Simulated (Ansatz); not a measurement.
# SnH₂ (quintet): the correlation ladder, def2-TZVPP

An exercise on one series of results from a longer session: the logs are not shown, and one member is left open.

The runs use Ansatz 0.2.0, Gaussian basis; def2-TZVPP, core rule «outside noble gas», up to 9 orbitals frozen.

To be run: UHF; CCSD(T) on ROHF; CCSD(T) on UHF; BCCD(T) on ROHF; CCSDT(Q) on ROHF; CCSDT(Q) on UHF; CASSCF and MRCISD+Q, 6 electrons in 6 orbitals; CASSCF and NEVPT4(SD), 6 electrons in 6 orbitals; CASSCF and NEVPT2, 6 electrons in 6 orbitals.

23 further runs of the same task are left out: 7 that didn't finish, 16 set aside as unsound or not needed. Runs told in other sessions of the task aren't counted.

**What is computed**

The geometry is a PBE0/def2-TZVP stationary point (not a proven minimum) of the parent state, kept for this charge and spin. No spin-orbit coupling is included. Elements past krypton take def2 core potentials.

3 atoms, charge 0, spin multiplicity 5.

Atoms are counted from 1 here; the program's logs count them from 0.

Bond lengths: Sn1–H2 1.715 Å, Sn1–H3 1.715 Å. Angles: H2–Sn1–H3 119.7°.

The first run:

Input file in.yaml:

```yaml
crystal:
  periodic: [false, false, false]
  atoms:
    - {symbol: Sn, position_ang: [0.000000, -0.014391, 0.000000]}
    - {symbol: H, position_ang: [0.000000, 0.847453, -1.482753]}
    - {symbol: H, position_ang: [0.000000, 0.847453, 1.482753]}
basis:
  gaussian: {orbitals: def2-TZVPP}
magnetization: {spin_polarized: true, initial_magnetization: 4}
hamiltonian: {xc: hf}
output: {orbitals: {seedname: orbitals}}
```

Launch:

```console
ansatz run in.yaml --threads 1 --pin off --events-out ev --progress --plain --max-ram 2393MiB
```

Among the steps run: UHF; CCSD(T) on ROHF; CCSD(T) on UHF; BCCD(T) on ROHF; CCSDT(Q) on ROHF; CCSDT(Q) on UHF; CASSCF and MRCISD+Q, 6 electrons in 6 orbitals; CASSCF and NEVPT4(SD), 6 electrons in 6 orbitals; CASSCF and NEVPT2, 6 electrons in 6 orbitals.

One table of the session follows, with a row left open; its other results are not shown here.

It belongs to the step «Misses and costs». 

| method | from RCCSDT(Q) (meV) |
| --- | --- |
| ROHF | +2457.5 |
| UHF | +2311.0 |
| RMP2 | +566.0 |
| UMP2 | +557.9 |
| RCCSD | +112.1 |
| UCCSD | +76.2 |
| RCCSD(T) | +23.8 |
| UCCSD(T) | -10.4 |
| BCCD(T) | +25.0 |
| RCCSDT | +3.4 |
| UCCSDT | -31.3 |
| RCCSDT(Q) | 0 |
| UCCSDT(Q) | -34.7 |
| CASSCF valence | ? |
| NEVPT2 valence | +454.5 |
| NEVPT4(SD) valence | +59.7 |
| MRCISD valence | +107.2 |
| MRCISD+Q valence | +10.7 |

**Question.** Estimate the row for CASSCF valence.

**Answer.** from RCCSDT(Q) (meV): +1937.9. In the column «from RCCSDT(Q) (meV)» it lies between RMP2 (+566.0) and UHF (+2311.0).

To keep in mind: Restricted and unrestricted rows rest on different reference determinants; a gap between their highest levels can come from leftover correlation error, from unlike frozen cores or from another state.
